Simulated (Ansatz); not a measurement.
# FH₃SeSi: one species, many methods

The task here is to estimate one member of a computed series from the others.

Program: Ansatz 0.2.0, Gaussian basis. Level of theory: functionals in def2-TZVPP, the program's frozen cores in correlated methods. These are calculated values, not measurements.

Levels to be run: LDA (SPW92), PBE-D4, revPBE-D4, BLYP-D4, r2SCAN-D4, B97M-V, PBE0-D4, B3LYP-D4, r2SCANh-D4, r2SCAN0-D4, HSE06-D4, BHLYP-D4, CAM-B3LYP-D4, LC-ωPBE, ωB97X-V, ωB97M-V, B2PLYP, PBE-QIDH; CCSD(T)/def2-SVP; CCSD(T)/def2-TZVPP; MP2/def2-QZVPP; extrapolation to the limit; RPA on PBE.

### The geometry

All runs share one geometry, relaxed beforehand with PBE0-D4 in a triple-zeta def2 set.

SMILES `F[SiH2][SeH]`, 6 atoms, charge 0, spin multiplicity 1.

Atoms are counted from 1 here; the program's logs count them from 0.

Bond lengths: F1–Si2 1.598 Å, Si2–Se3 2.258 Å, Si2–H4 1.479 Å, Si2–H5 1.479 Å, Se3–H6 1.469 Å. Angles: F1–Si2–Se3 112.3°, F1–Si2–H4 106.8°, F1–Si2–H5 108.1°, Se3–Si2–H4 110.7°, Se3–Si2–H5 106.0°, H4–Si2–H5 113.0°, Si2–Se3–H6 92.7°.

The first run:

in.yaml reads:

```yaml
crystal:
  periodic: [false, false, false]
  atoms:
    - {symbol: F, position_ang: [-1.787369, 0.175260, -0.076866]}
    - {symbol: Si, position_ang: [-0.253455, 0.043597, -0.504079]}
    - {symbol: Se, position_ang: [1.151327, 0.690300, 1.141332]}
    - {symbol: H, position_ang: [-0.028989, -1.374720, -0.856460]}
    - {symbol: H, position_ang: [-0.010753, 0.965835, -1.634161]}
    - {symbol: H, position_ang: [0.971339, -0.564272, 1.884035]}
basis:
  gaussian: {orbitals: def2-TZVPP}
hamiltonian: {xc: lda}
output: {orbitals: {seedname: orbitals}}
```

Steps of the session up to this table: LDA; PBE-D4 (GGA); revPBE-D4 (GGA); BLYP-D4 (GGA); r2SCAN-D4 (meta-GGA); B97M-V (meta-GGA); PBE0-D4 (hybrid); B3LYP-D4 (hybrid); r2SCANh-D4 (hybrid); r2SCAN0-D4 (hybrid); HSE06-D4 (hybrid); BHLYP-D4 (hybrid); CAM-B3LYP-D4 (range-separated); LC-ωPBE-D4 (range-separated; the results give it without D4); ωB97X-V (range-separated); ωB97M-V (range-separated); B2PLYP (double hybrid); PBE-QIDH (double hybrid).

One of the session's tables, all rows but one given; the rest of the session is left out.

It belongs to the step «Frontier levels by functional». 

| functional | HOMO (eV) | gap (eV) |
| --- | --- | --- |
| LDA (SPW92) | -6.54 | 5.29 |
| PBE-D4 | -6.39 | 5.30 |
| revPBE-D4 | -6.34 | 5.32 |
| BLYP-D4 | -6.21 | 5.17 |
| r2SCAN-D4 | -6.67 | 5.90 |
| B97M-V | -6.75 | 5.80 |
| PBE0-D4 | -7.54 | 7.33 |
| B3LYP-D4 | -7.29 | 6.80 |
| r2SCANh-D4 | -7.09 | 6.64 |
| r2SCAN0-D4 | -7.73 | 7.73 |
| HSE06-D4 | ? | ? |
| BHLYP-D4 | -8.53 | 9.16 |
| CAM-B3LYP-D4 | -8.82 | 9.60 |
| LC-ωPBE | -10.20 | 12.23 |
| ωB97X-V | -9.84 | 11.71 |
| ωB97M-V | -9.71 | 11.32 |

**Question.** Estimate the row for HSE06-D4.

**Answer.** HOMO (eV): -7.15; gap (eV): 6.56. In the column «HOMO (eV)» it lies between B3LYP-D4 (-7.29) and r2SCANh-D4 (-7.09).
